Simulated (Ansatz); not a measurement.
# C8H8O5Ru: a ladder of functionals and wavefunction methods

One table from this session's results is given with a row withheld; the runs are named, their logs left out.

Method: functionals in def2-TZVPP, the program's frozen cores in correlated methods; program: Ansatz 0.2.0, Gaussian basis.

Levels to be run: LDA (SPW92), PBE-D4, revPBE-D4, BLYP-D4, r2SCAN-D4, B97M-V, PBE0-D4, B3LYP-D4, r2SCANh-D4, r2SCAN0-D4, HSE06-D4, BHLYP-D4, CAM-B3LYP-D4, LC-ωPBE, ωB97X-V, ωB97M-V, B2PLYP, PBE-QIDH; CCSD(T)/def2-SVP; CCSD(T)/def2-TZVPP; MP2/def2-QZVPP; extrapolation to the limit; RPA on PBE.

### The geometry

An earlier PBE0-D4 in a triple-zeta def2 set relaxation fixed the geometry. Ru takes the def2 core potential; no spin-orbit term is included.

22 atoms, charge 0, spin multiplicity 1.

Atoms are counted from 1 here; the program's logs count them from 0.

Bond lengths: O1–C2 1.135 Å, C2–Ru3 1.939 Å, Ru3–C4 1.883 Å, Ru3–C6 1.884 Å, Ru3–C8 1.924 Å, Ru3–O10 2.421 Å, C4–O5 1.146 Å, C6–O7 1.146 Å, C8–O9 1.138 Å, O10–C11 1.428 Å, O10–C14 1.428 Å, C11–C12 1.524 Å, C11–H15 1.088 Å, C11–H16 1.098 Å, C12–C13 1.542 Å, C12–H17 1.091 Å, C12–H18 1.090 Å, C13–C14 1.527 Å and more. Angles: O1–C2–Ru3 179.3°, C2–Ru3–C4 90.1°, C2–Ru3–C6 90.0°, C2–Ru3–C8 179.4°, C2–Ru3–O10 87.1°, C4–Ru3–C6 124.3°, C4–Ru3–C8 89.6°, C4–Ru3–O10 117.9°, C6–Ru3–C8 89.7°, C6–Ru3–O10 117.7°, C8–Ru3–O10 93.5°, Ru3–C4–O5 170.5°, Ru3–C6–O7 170.5°, Ru3–C8–O9 179.8°, Ru3–O10–C11 118.3°, Ru3–O10–C14 118.6°, C11–O10–C14 104.9°, O10–C11–C12 105.1° and more.

As a file:

```mol
C8H8O5Ru
  3D, bonds by distance, orders not assigned

 22 22  0  0  0  0  0  0  0  0999 V2000
    1.2383   -1.0937   -3.7217 O   0  0
    0.5639   -0.5552   -2.9847 C   0  0
   -0.5762    0.3567   -1.7091 Ru  0  0
   -2.0420   -0.6832   -2.2725 C   0  0
   -2.9661   -1.1759   -2.7390 O   0  0
   -0.0982    2.0141   -2.4670 C   0  0
    0.0415    2.9966   -3.0406 O   0  0
   -1.7194    1.2689   -0.4584 C   0  0
   -2.3934    1.8073    0.2839 O   0  0
    0.8526   -0.5430    0.0256 O   0  0
    0.3152   -1.5378    0.8972 C   0  0
   -0.2064   -0.7687    2.1051 C   0  0
    0.6518    0.5125    2.1180 C   0  0
    1.5408    0.3664    0.8849 C   0  0
   -0.4444   -2.0890    0.3465 H   0  0
    1.1238   -2.2234    1.1814 H   0  0
   -1.2623   -0.5258    1.9804 H   0  0
   -0.1081   -1.3501    3.0223 H   0  0
    1.2485    0.6063    3.0258 H   0  0
    0.0238    1.4008    2.0447 H   0  0
    2.5118   -0.0726    1.1461 H   0  0
    1.7046    1.2887    0.3311 H   0  0
  1  2  8  0
  2  3  8  0
  3  4  8  0
  4  5  8  0
  3  6  8  0
  6  7  8  0
  3  8  8  0
  8  9  8  0
  3 10  8  0
 10 11  8  0
 11 12  8  0
 12 13  8  0
 13 14  8  0
 11 15  8  0
 11 16  8  0
 12 17  8  0
 12 18  8  0
 13 19  8  0
 13 20  8  0
 14 21  8  0
 14 22  8  0
 10 14  8  0
M  END
```

Set-up of the first run:

in.yaml

```yaml
crystal:
  periodic: [false, false, false]
  atoms:
    - {symbol: O, position_ang: [1.238297, -1.093732, -3.721736]}
    - {symbol: C, position_ang: [0.563853, -0.555164, -2.984699]}
    - {symbol: Ru, position_ang: [-0.576245, 0.356746, -1.709081]}
    - {symbol: C, position_ang: [-2.042040, -0.683159, -2.272547]}
    - {symbol: O, position_ang: [-2.966074, -1.175902, -2.739016]}
    - {symbol: C, position_ang: [-0.098190, 2.014102, -2.466952]}
    - {symbol: O, position_ang: [0.041532, 2.996629, -3.040603]}
    - {symbol: C, position_ang: [-1.719437, 1.268858, -0.458448]}
    - {symbol: O, position_ang: [-2.393415, 1.807300, 0.283908]}
    - {symbol: O, position_ang: [0.852608, -0.543048, 0.025612]}
    - {symbol: C, position_ang: [0.315236, -1.537786, 0.897167]}
    - {symbol: C, position_ang: [-0.206433, -0.768650, 2.105140]}
    - {symbol: C, position_ang: [0.651783, 0.512515, 2.117989]}
    - {symbol: C, position_ang: [1.540775, 0.366381, 0.884918]}
    - {symbol: H, position_ang: [-0.444380, -2.089033, 0.346493]}
    - {symbol: H, position_ang: [1.123796, -2.223372, 1.181372]}
    - {symbol: H, position_ang: [-1.262334, -0.525844, 1.980418]}
    - {symbol: H, position_ang: [-0.108073, -1.350060, 3.022336]}
    - {symbol: H, position_ang: [1.248524, 0.606321, 3.025817]}
    - {symbol: H, position_ang: [0.023837, 1.400831, 2.044733]}
    - {symbol: H, position_ang: [2.511811, -0.072597, 1.146070]}
    - {symbol: H, position_ang: [1.704550, 1.288666, 0.331100]}
basis:
  gaussian: {orbitals: def2-TZVPP}
hamiltonian: {xc: lda}
output: {orbitals: {seedname: orbitals}}
```

Command:

```console
$ ansatz run in.yaml --threads 10 --pin off --events-out ev --progress --plain --max-ram 110592MiB --backend cuda --devices 0, --max-vram 75GiB
```

Among the steps run: LDA; PBE-D4 (GGA); revPBE-D4 (GGA); BLYP-D4 (GGA); r2SCAN-D4 (meta-GGA); B97M-V (meta-GGA); PBE0-D4 (hybrid); B3LYP-D4 (hybrid); r2SCANh-D4 (hybrid); r2SCAN0-D4 (hybrid); HSE06-D4 (hybrid); BHLYP-D4 (hybrid); CAM-B3LYP-D4 (range-separated); LC-ωPBE (range-separated); ωB97X-V (range-separated); ωB97M-V (range-separated); B2PLYP (double hybrid); PBE-QIDH (double hybrid).

One table of the session follows, with a row left open; its other results are not shown here.

It belongs to the step «Frontier levels by functional». 

| functional | HOMO (eV) | LUMO (eV) | gap (eV) |
| --- | --- | --- | --- |
| LDA (SPW92) | -5.38 | -3.14 | 2.23 |
| PBE-D4 | -5.10 | -2.83 | 2.26 |
| revPBE-D4 | -4.99 | -2.71 | 2.28 |
| BLYP-D4 | ? | ? | ? |
| r2SCAN-D4 | -5.24 | -2.74 | 2.50 |
| B97M-V | -5.12 | -2.67 | 2.46 |
| PBE0-D4 | -6.07 | -1.94 | 4.13 |
| B3LYP-D4 | -5.88 | -2.14 | 3.74 |
| r2SCANh-D4 | -5.62 | -2.40 | 3.22 |
| r2SCAN0-D4 | -6.20 | -1.89 | 4.32 |
| HSE06-D4 | -5.68 | -2.31 | 3.37 |
| BHLYP-D4 | -6.93 | -0.87 | 6.05 |
| CAM-B3LYP-D4 | -7.24 | -0.81 | 6.42 |
| LC-ωPBE | -8.37 | 0.35 | 8.72 |
| ωB97X-V | -8.11 | 0.25 | 8.36 |
| ωB97M-V | -8.09 | 0.16 | 8.25 |

**Question.** Estimate the row for BLYP-D4.

Worked estimate for «HOMO (eV)». Against the share of exact exchange, B3LYP-D4 (0.2, -5.88), BHLYP-D4 (0.5, -6.93) give a slope of -3.50 per unit share; at 0 the line stands at -5.18.

**Answer.** HOMO (eV): -4.94; LUMO (eV): -2.68; gap (eV): 2.25. In «HOMO (eV)» the line misses by -0.24.
